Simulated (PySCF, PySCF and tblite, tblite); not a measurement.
# C4H7FOS: a path driven as ring inversion, and NMR exchange

How fast is ring inversion in C4H7FOS (`O=[S@]1CC[C@H](F)C1`), and when do the exchanging lines merge?

Computed with tblite 0.8.0 (tight binding) and PySCF 2.14.0 (DFT, with response routines of our own); each step states its level. Atoms count from 0 throughout.

### Step 1. The molecule as given

14 atoms, charge 0, multiplicity 1; geometry from: force field or distance geometry start.

Bonds of the start (Å): C2–C3 1.50, C2–H7 1.10, C2–H8 1.10, C3–C4 1.51, C3–H10 1.10, C3–H9 1.11, C4–C6 1.52, C4–F5 1.37, C4–H11 1.09, C6–H12 1.11, C6–H13 1.09, O0–S1 1.50, S1–C2 1.85, S1–C6 1.84.

### Step 2. GFN2-xTB relaxation, start minimum

The job: settings as JSON, then the geometry in Å.

```
{"job": {"xc": "GFN2-xTB", "basis": "xTB", "kind": "relax"}, "charge": 0, "multiplicity": 1}
O     -0.658900     2.475400     0.559400
S     -0.519400     1.524500    -0.595000
C      1.126700     0.714900    -0.392200
C      0.906400    -0.473500     0.497900
C     -0.373600    -1.117400     0.012900
F     -0.147500    -1.640600    -1.234000
C     -1.404100    -0.010600    -0.115700
H      1.841400     1.437900     0.019500
H      1.453300     0.409700    -1.392100
H      0.792000    -0.167800     1.555200
H      1.752900    -1.169600     0.434900
H     -0.719700    -1.934200     0.649600
H     -1.899600     0.177900     0.857800
H     -2.150700    -0.227400    -0.880200
```

On the command line:

```console
> OMP_NUM_THREADS=1 python ens_run.py task.json out
```

One launch serves the whole session.

What it wrote:

```text
step      E/eV     max force
  0    -657.60040    2.112
  1    -657.66694    0.769
  2    -657.67457    0.253
  3    -657.67691    0.165
  4    -657.67943    0.140
  5    -657.68052    0.148
  6    -657.68159    0.110
  7    -657.68219    0.062
  8    -657.68264    0.060
  9    -657.68296    0.054
 10    -657.68331    0.066
 11    -657.68369    0.068
 12    -657.68411    0.083
 13    -657.68450    0.065
 14    -657.68485    0.063
 15    -657.68516    0.057
 16    -657.68546    0.056
 17    -657.68576    0.060
 18    -657.68608    0.051
 19    -657.68645    0.055
 20    -657.68687    0.056
 21    -657.68731    0.060
 22    -657.68774    0.048
 23    -657.68820    0.059
 24    -657.68876    0.065
 25    -657.68951    0.080
 26    -657.69050    0.089
 27    -657.69167    0.097
 28    -657.69290    0.095
 29    -657.69398    0.078
 30    -657.69476    0.070
 31    -657.69529    0.066
 32    -657.69566    0.064
 33    -657.69601    0.055
 34    -657.69637    0.064
 35    -657.69672    0.079
 36    -657.69706    0.058
 37    -657.69742    0.046
 38    -657.69763    0.048
 39    -657.69799    0.042
 40    -657.69823    0.047
 41    -657.69844    0.029
 42    -657.69860    0.041
 43    -657.69873    0.030
 44    -657.69886    0.033
 45    -657.69898    0.035
 46    -657.69913    0.032
 47    -657.69930    0.037
 48    -657.69946    0.037
 49    -657.69958    0.032
 50    -657.69969    0.027
 51    -657.69979    0.026
 52    -657.69991    0.036
 53    -657.70004    0.039
 54    -657.70014    0.032
 55    -657.70021    0.021
 56    -657.70026    0.019
 57    -657.70031    0.022
 58    -657.70034    0.017
 59    -657.70036    0.007
 60    -657.70036    0.007
 61    -657.70037    0.006
 62    -657.70037    0.005
 63    -657.70038    0.003
```

Wall time 0.58 s (1 thread of Arm Neoverse N1, shared host).

Relaxing gained 0.100 eV and moved the atoms by 0.21 Å on average (rms).

### Step 3. Relaxed scan, ring torsion 3 driven

The job: settings as JSON, then the geometry in Å.

```
{"job": {"xc": "GFN2-xTB", "basis": "xTB", "coordinate": [["t", [3, 4, 6, 1], 1.0]], "kind": "drive"}, "charge": 0, "multiplicity": 1}
O     -0.572296     2.270070     0.908290
S     -0.506901     1.630033    -0.404086
C      1.114378     0.735270    -0.451877
C      0.928596    -0.435773     0.490298
C     -0.380018    -1.096342     0.073560
F     -0.167076    -1.822536    -1.086845
C     -1.398396    -0.000512    -0.201734
H      1.898969     1.420014    -0.142888
H      1.273511     0.410012    -1.477889
H      0.831008    -0.071550     1.514211
H      1.754033    -1.146485     0.437878
H     -0.737175    -1.824217     0.811083
H     -2.090538     0.135423     0.625276
H     -1.948772    -0.203878    -1.117444
```

What it wrote:

```text
point  coordinate     E/eV
  0      8.400     -657.69633
  1      0.200     -657.68725
  2     -8.000     -657.67439
  3    -16.100     -657.65767
```

It took 0.79 s on 1 thread of Arm Neoverse N1, shared host.

The highest point is number 3, 0.9 kcal/mol above the first.

### Step 4. Relaxed scan, ring torsion 1 driven

The job: settings as JSON, then the geometry in Å.

```
{"job": {"xc": "GFN2-xTB", "basis": "xTB", "coordinate": [["t", [1, 2, 3, 4], 1.0]], "kind": "drive"}, "charge": 0, "multiplicity": 1}
O     -0.571512     2.277291     0.889810
S     -0.502756     1.628220    -0.417890
C      1.118035     0.731996    -0.455916
C      0.929195    -0.438372     0.486625
C     -0.380087    -1.096840     0.068543
F     -0.167135    -1.822451    -1.092150
C     -1.396863     0.000259    -0.206657
H      1.901232     1.417463    -0.145066
H      1.281557     0.405192    -1.480715
H      0.831760    -0.074567     1.510653
H      1.753652    -1.150389     0.434852
H     -0.738990    -1.824437     0.805506
H     -2.084906     0.140090     0.623048
H     -1.951765    -0.205453    -1.119025
```

What it wrote:

```text
point  coordinate     E/eV
  0     36.000     -657.65867
  1     21.500     -657.62693
  2      7.300     -657.59173
  3     -7.200     -657.58162
  4    -21.400     -657.58706
  5    -35.600     -657.59490
  6    -49.300     -657.63507
```

Wall time 2.4 s (1 thread of Arm Neoverse N1, shared host).

The highest point is number 3, 1.8 kcal/mol above the first.

### Step 5. Relaxed scan, ring torsion 4 driven

The job: settings as JSON, then the geometry in Å.

```
{"job": {"xc": "GFN2-xTB", "basis": "xTB", "coordinate": [["t", [4, 6, 1, 2], 1.0]], "kind": "drive"}, "charge": 0, "multiplicity": 1}
O     -0.869725     2.392039     0.549233
S     -0.426337     1.600706    -0.594453
C      1.179463     0.804608    -0.049898
C      0.975943    -0.695503    -0.008055
C     -0.474849    -0.911736     0.412967
F     -0.828931    -2.236794     0.266681
C     -1.315546    -0.026514    -0.486631
H      1.376910     1.223922     0.934980
H      1.963817     1.106118    -0.739289
H      1.665368    -1.179701     0.684315
H      1.116420    -1.138478    -0.996395
H     -0.629842    -0.666898     1.470424
H     -2.318260     0.152877    -0.107742
H     -1.363627    -0.444152    -1.491141
```

What it wrote:

```text
point  coordinate     E/eV
  0     12.500     -657.65402
  1      5.000     -657.64672
  2     -2.600     -657.63676
  3    -10.200     -657.62516
```

Run time: 0.77 s. Hardware: 1 thread of Arm Neoverse N1, shared host.

The highest point is number 3, 0.7 kcal/mol above the first.

### Step 6. Relaxed scan, ring torsion 4 driven

The job: settings as JSON, then the geometry in Å.

```
{"job": {"xc": "GFN2-xTB", "basis": "xTB", "coordinate": [["t", [4, 6, 1, 2], 1.0]], "kind": "drive"}, "charge": 0, "multiplicity": 1}
O     -0.861439     2.394492     0.538119
S     -0.419323     1.599908    -0.603777
C      1.183597     0.799867    -0.056836
C      0.975260    -0.699478    -0.010407
C     -0.476711    -0.909572     0.409653
F     -0.835081    -2.233872     0.267120
C     -1.313400    -0.024456    -0.493732
H      1.382803     1.221566     0.926602
H      1.968543     1.096940    -0.747362
H      1.662076    -1.183747     0.684521
H      1.115394    -1.146293    -0.997083
H     -0.631844    -0.660685     1.466153
H     -2.316173     0.158879    -0.116954
H     -1.360802    -0.444578    -1.497235
```

What it wrote:

```text
point  coordinate     E/eV
  0     12.600     -657.65406
  1      5.000     -657.64676
  2     -2.600     -657.63679
  3    -10.200     -657.62516
```

Run time: 0.77 s. Hardware: 1 thread of Arm Neoverse N1, shared host.

The highest point is number 3, 0.7 kcal/mol above the first.

### Step 7. Nudged elastic band, leg 1

The job: settings as JSON, then the geometry in Å.

```
{"job": {"xc": "GFN2-xTB", "basis": "xTB", "kind": "neb"}, "charge": 0, "multiplicity": 1}
O     -0.572296     2.270070     0.908290
S     -0.506901     1.630033    -0.404086
C      1.114378     0.735270    -0.451877
C      0.928596    -0.435773     0.490298
C     -0.380018    -1.096342     0.073560
F     -0.167076    -1.822536    -1.086845
C     -1.398396    -0.000512    -0.201734
H      1.898969     1.420014    -0.142888
H      1.273511     0.410012    -1.477889
H      0.831008    -0.071550     1.514211
H      1.754033    -1.146485     0.437878
H     -0.737175    -1.824217     0.811083
H     -2.090538     0.135423     0.625276
H     -1.948772    -0.203878    -1.117444
```

What it wrote:

```text
image   E - E0 / eV
  0       0.0000
  1       0.0165
  2       0.0644
  3       0.1143
  4       0.1063
  5       0.0810
  6       0.0431
```

It took 6.1 s on 1 thread of Arm Neoverse N1, shared host.

The highest point is number 3, 2.6 kcal/mol above the first.

### Step 8. Saddle search, leg 1

The job: settings as JSON, then the geometry in Å.

```
{"job": {"xc": "GFN2-xTB", "basis": "xTB", "kind": "saddle"}, "charge": 0, "multiplicity": 1}
O     -0.826410     2.621159    -0.337530
S     -0.473736     1.347475    -0.959240
C      1.120855     0.806277    -0.154438
C      0.985221    -0.629015     0.344226
C     -0.426888    -1.146101     0.050508
F     -0.430371    -1.781206    -1.179574
C     -1.375904     0.026873    -0.007114
H      1.293295     1.517859     0.649936
H      1.905716     0.914185    -0.898636
H      1.165772    -0.680184     1.417806
H      1.699133    -1.288772    -0.149505
H     -0.742568    -1.910064     0.772028
H     -1.597342     0.425831     0.979716
H     -2.296773    -0.224318    -0.528183
```

What it wrote:

```text
step      E/eV     max force
  0    -657.58606   0.0123
  1    -657.58513   0.0997
  2    -657.58608   0.0236
  3    -657.58579   0.0260
  4    -657.58521   0.0270
  5    -657.58490   0.0228
  6    -657.58482   0.0205
  7    -657.58484   0.0024
lowest wavenumbers (cm-1): -54.5 84.1 268.1 317.9 367.5 388.5
```

It took 3.6 s on 1 thread of Arm Neoverse N1, shared host.

Point group C1; 1 imaginary mode, 54i cm⁻¹, carried by C2, C3, F5, H8. Steps downhill from it reached both ends.

### Step 9. Shieldings, start: B3LYP/pcSseg-1

The job: settings as JSON, then the geometry in Å.

```
{"job": {"kind": "nmr", "xc": "B3LYP", "basis": "pcSseg-1", "pop": false}, "charge": 0, "multiplicity": 1}
O     -0.572296     2.270070     0.908290
S     -0.506901     1.630033    -0.404086
C      1.114378     0.735270    -0.451877
C      0.928596    -0.435773     0.490298
C     -0.380018    -1.096342     0.073560
F     -0.167076    -1.822536    -1.086845
C     -1.398396    -0.000512    -0.201734
H      1.898969     1.420014    -0.142888
H      1.273511     0.410012    -1.477889
H      0.831008    -0.071550     1.514211
H      1.754033    -1.146485     0.437878
H     -0.737175    -1.824217     0.811083
H     -2.090538     0.135423     0.625276
H     -1.948772    -0.203878    -1.117444
```

What it wrote:

```text
coarse grid: 12480 points
cycle   1  E = -729.5470578590  dE =  1.189e+00  |g| = 1.048e+00  |ddm| = 3.498e+00
cycle   2  E = -728.3970648672  dE =  1.150e+00  |g| = 2.542e+00  |ddm| = 4.592e+00
cycle   3  E = -729.7147538486  dE = -1.318e+00  |g| = 3.835e-01  |ddm| = 4.124e+00
cycle   4  E = -729.7428410620  dE = -2.809e-02  |g| = 1.630e-01  |ddm| = 5.109e-01
cycle   5  E = -729.7476927643  dE = -4.852e-03  |g| = 2.544e-02  |ddm| = 1.385e-01
cycle   6  E = -729.7478102997  dE = -1.175e-04  |g| = 1.068e-02  |ddm| = 2.914e-02
cycle   7  E = -729.7478326615  dE = -2.236e-05  |g| = 2.539e-03  |ddm| = 1.027e-02
cycle   8  E = -729.7478341156  dE = -1.454e-06  |g| = 6.580e-04  |ddm| = 3.727e-03
final grid: 117000 points
cycle   9  E = -729.8159659859  dE = -3.049e-05  |g| = 7.588e-03  |ddm| = 2.114e-02
cycle  10  E = -729.8159411544  dE =  2.483e-05  |g| = 1.356e-02  |ddm| = 1.618e-02
cycle  11  E = -729.8159770140  dE = -3.586e-05  |g| = 1.906e-03  |ddm| = 1.247e-02
cycle  12  E = -729.8159776844  dE = -6.704e-07  |g| = 3.595e-04  |ddm| = 2.113e-03
cycle  13  E = -729.8159777035  dE = -1.906e-08  |g| = 1.214e-04  |ddm| = 3.777e-04
cycle  14  E = -729.8159777060  dE = -2.551e-09  |g| = 2.916e-05  |ddm| = 1.174e-04
cycle  15  E = -729.8159777062  dE = -1.701e-10  |g| = 8.464e-06  |ddm| = 3.385e-05
converged SCF energy = -729.8159777062

GIAO shielding tensors (ppm)
atom      isotropic    diamagn.    paramagn.     s11        s22        s33       span
  0 O      257.247     398.263    -141.016     16.736    244.858    510.148    493.412
  1 S      107.122    1051.703    -944.581    -26.497     82.043    265.821    292.318
  2 C      122.886     253.579    -130.692     92.404    110.375    165.880     73.476
  3 C      143.581     249.331    -105.750    115.145    141.406    174.191     59.046
  4 C       82.061     243.057    -160.996     50.933     74.202    121.048     70.115
  5 F      366.005     475.368    -109.362    287.988    373.503    436.524    148.536
  6 C      108.700     254.090    -145.389     73.000    103.355    149.747     76.747
  7 H       29.074      30.152      -1.077     25.411     27.316     34.496      9.085
  8 H       29.438      31.148      -1.710     25.000     28.621     34.692      9.692
  9 H       29.003      31.171      -2.167     24.731     27.562     34.716      9.985
 10 H       29.188      29.877      -0.688     24.770     27.214     35.582     10.811
 11 H       25.994      29.604      -3.610     22.661     25.668     29.654      6.993
 12 H       29.235      30.332      -1.098     26.180     27.603     33.921      7.742
 13 H       28.418      29.919      -1.500     25.064     27.776     32.415      7.352
```

Wall time 31 s (1 thread of Arm Neoverse N1, shared host); peak memory 0.76 GiB.

In short: HOMO -6.48 eV, LUMO 0.42 eV; dipole 2.23 D.

### Step 10. Shieldings, saddle of leg 1: B3LYP/pcSseg-1

The job: settings as JSON, then the geometry in Å.

```
{"job": {"kind": "nmr", "xc": "B3LYP", "basis": "pcSseg-1", "pop": false}, "charge": 0, "multiplicity": 1}
O     -0.822973     2.614354    -0.500335
S     -0.448237     1.299939    -1.013890
C      1.104649     0.816019    -0.104322
C      0.998148    -0.647916     0.308283
C     -0.432800    -1.147433     0.066123
F     -0.479589    -1.804631    -1.152090
C     -1.363295     0.040673     0.005784
H      1.159181     1.491824     0.746823
H      1.949269     1.004783    -0.761661
H      1.252172    -0.768616     1.361470
H      1.675850    -1.272756    -0.274079
H     -0.743074    -1.893484     0.808069
H     -1.543551     0.472999     0.987001
H     -2.305749    -0.205756    -0.477176
```

What it wrote:

```text
coarse grid: 12480 points
cycle   1  E = -729.5398262821  dE =  1.181e+00  |g| = 1.048e+00  |ddm| = 3.511e+00
cycle   2  E = -728.3755318585  dE =  1.164e+00  |g| = 2.555e+00  |ddm| = 4.770e+00
cycle   3  E = -729.7070664295  dE = -1.332e+00  |g| = 3.888e-01  |ddm| = 4.270e+00
cycle   4  E = -729.7364111097  dE = -2.934e-02  |g| = 1.614e-01  |ddm| = 5.236e-01
cycle   5  E = -729.7412353344  dE = -4.824e-03  |g| = 2.575e-02  |ddm| = 1.433e-01
cycle   6  E = -729.7413611479  dE = -1.258e-04  |g| = 1.068e-02  |ddm| = 3.080e-02
cycle   7  E = -729.7413838462  dE = -2.270e-05  |g| = 2.550e-03  |ddm| = 1.004e-02
cycle   8  E = -729.7413853240  dE = -1.478e-06  |g| = 7.347e-04  |ddm| = 4.204e-03
final grid: 117000 points
cycle   9  E = -729.8100583305  dE = -3.093e-05  |g| = 6.936e-03  |ddm| = 2.003e-02
cycle  10  E = -729.8100360589  dE =  2.227e-05  |g| = 1.255e-02  |ddm| = 1.561e-02
cycle  11  E = -729.8100678473  dE = -3.179e-05  |g| = 1.952e-03  |ddm| = 1.262e-02
cycle  12  E = -729.8100685599  dE = -7.126e-07  |g| = 3.460e-04  |ddm| = 2.183e-03
cycle  13  E = -729.8100685773  dE = -1.736e-08  |g| = 1.385e-04  |ddm| = 3.970e-04
cycle  14  E = -729.8100685806  dE = -3.291e-09  |g| = 2.789e-05  |ddm| = 1.309e-04
cycle  15  E = -729.8100685807  dE = -1.512e-10  |g| = 8.250e-06  |ddm| = 3.738e-05
converged SCF energy = -729.8100685807

GIAO shielding tensors (ppm)
atom      isotropic    diamagn.    paramagn.     s11        s22        s33       span
  0 O      256.316     394.704    -138.388     21.832    292.520    454.596    432.764
  1 S      105.973    1051.249    -945.276    -61.856     87.561    292.212    354.068
  2 C      119.749     252.552    -132.803     65.777    121.871    171.598    105.820
  3 C      145.960     247.630    -101.670    122.008    141.926    173.947     51.939
  4 C       83.449     244.285    -160.836     55.762     73.144    121.440     65.678
  5 F      344.430     475.060    -130.630    273.397    366.314    393.580    120.182
  6 C      111.180     253.280    -142.100     72.006    114.263    147.271     75.265
  7 H       29.483      31.135      -1.652     26.265     28.309     33.874      7.609
  8 H       28.175      29.907      -1.732     25.346     27.311     31.870      6.524
  9 H       29.089      30.114      -1.026     24.671     27.695     34.900     10.229
 10 H       29.469      29.386       0.083     25.239     28.027     35.142      9.904
 11 H       26.356      29.310      -2.954     22.916     26.121     30.031      7.115
 12 H       29.496      31.489      -1.993     27.413     27.594     33.481      6.069
 13 H       28.238      29.907      -1.669     26.106     27.048     31.561      5.456
```

Run time: 31 s. Hardware: 1 thread of Arm Neoverse N1, shared host; peak memory 0.83 GiB.

This run: HOMO -6.46 eV, LUMO 0.21 eV; dipole 3.62 D.

### Step 11. Shieldings, end: B3LYP/pcSseg-1

The job: settings as JSON, then the geometry in Å.

```
{"job": {"kind": "nmr", "xc": "B3LYP", "basis": "pcSseg-1", "pop": false}, "charge": 0, "multiplicity": 1}
O     -0.869725     2.392039     0.549233
S     -0.426337     1.600706    -0.594453
C      1.179463     0.804608    -0.049898
C      0.975943    -0.695503    -0.008055
C     -0.474849    -0.911736     0.412967
F     -0.828931    -2.236794     0.266681
C     -1.315546    -0.026514    -0.486631
H      1.376910     1.223922     0.934980
H      1.963817     1.106118    -0.739289
H      1.665368    -1.179701     0.684315
H      1.116420    -1.138478    -0.996395
H     -0.629842    -0.666898     1.470424
H     -2.318260     0.152877    -0.107742
H     -1.363627    -0.444152    -1.491141
```

What it wrote:

```text
coarse grid: 12480 points
cycle   1  E = -729.5411428887  dE =  1.192e+00  |g| = 1.050e+00  |ddm| = 3.499e+00
cycle   2  E = -728.3298081461  dE =  1.211e+00  |g| = 2.594e+00  |ddm| = 4.491e+00
cycle   3  E = -729.7085915908  dE = -1.379e+00  |g| = 3.921e-01  |ddm| = 4.003e+00
cycle   4  E = -729.7382277322  dE = -2.964e-02  |g| = 1.656e-01  |ddm| = 5.246e-01
cycle   5  E = -729.7433318502  dE = -5.104e-03  |g| = 2.489e-02  |ddm| = 1.430e-01
cycle   6  E = -729.7434492286  dE = -1.174e-04  |g| = 1.026e-02  |ddm| = 3.082e-02
cycle   7  E = -729.7434692165  dE = -1.999e-05  |g| = 2.575e-03  |ddm| = 1.022e-02
cycle   8  E = -729.7434706170  dE = -1.400e-06  |g| = 7.327e-04  |ddm| = 3.594e-03
final grid: 117000 points
cycle   9  E = -729.8113440605  dE = -3.423e-05  |g| = 7.166e-03  |ddm| = 2.292e-02
cycle  10  E = -729.8113213344  dE =  2.273e-05  |g| = 1.290e-02  |ddm| = 1.543e-02
cycle  11  E = -729.8113540005  dE = -3.267e-05  |g| = 1.813e-03  |ddm| = 1.184e-02
cycle  12  E = -729.8113546170  dE = -6.165e-07  |g| = 3.721e-04  |ddm| = 2.005e-03
cycle  13  E = -729.8113546366  dE = -1.959e-08  |g| = 1.235e-04  |ddm| = 3.668e-04
cycle  14  E = -729.8113546390  dE = -2.486e-09  |g| = 2.853e-05  |ddm| = 1.137e-04
cycle  15  E = -729.8113546392  dE = -1.705e-10  |g| = 7.829e-06  |ddm| = 3.787e-05
converged SCF energy = -729.8113546392

GIAO shielding tensors (ppm)
atom      isotropic    diamagn.    paramagn.     s11        s22        s33       span
  0 O      235.686     397.091    -161.404    -26.324    232.948    500.435    526.760
  1 S      114.306    1051.676    -937.370    -24.228     72.162    294.984    319.211
  2 C      118.680     253.816    -135.136     62.956    120.650    172.434    109.478
  3 C      143.678     248.305    -104.626    113.981    148.039    169.015     55.034
  4 C       81.699     243.150    -161.451     34.867     70.311    139.921    105.054
  5 F      386.993     471.358     -84.366    375.059    387.219    398.700     23.641
  6 C      116.858     255.045    -138.187     85.089    111.271    154.214     69.125
  7 H       29.616      31.046      -1.430     26.490     28.163     34.194      7.705
  8 H       28.213      29.836      -1.624     25.644     27.241     31.753      6.109
  9 H       29.088      29.692      -0.604     25.152     27.009     35.102      9.950
 10 H       30.022      30.835      -0.814     26.732     28.668     34.665      7.933
 11 H       25.876      30.565      -4.689     23.030     27.240     27.358      4.328
 12 H       28.781      30.158      -1.376     26.287     27.149     32.908      6.621
 13 H       29.513      31.062      -1.549     26.509     28.700     33.330      6.822
```

Run time: 31 s. Hardware: 1 thread of Arm Neoverse N1, shared host; peak memory 0.83 GiB.

In short: HOMO -6.50 eV, LUMO 0.26 eV; dipole 2.87 D.

[end of part 1 of 2]
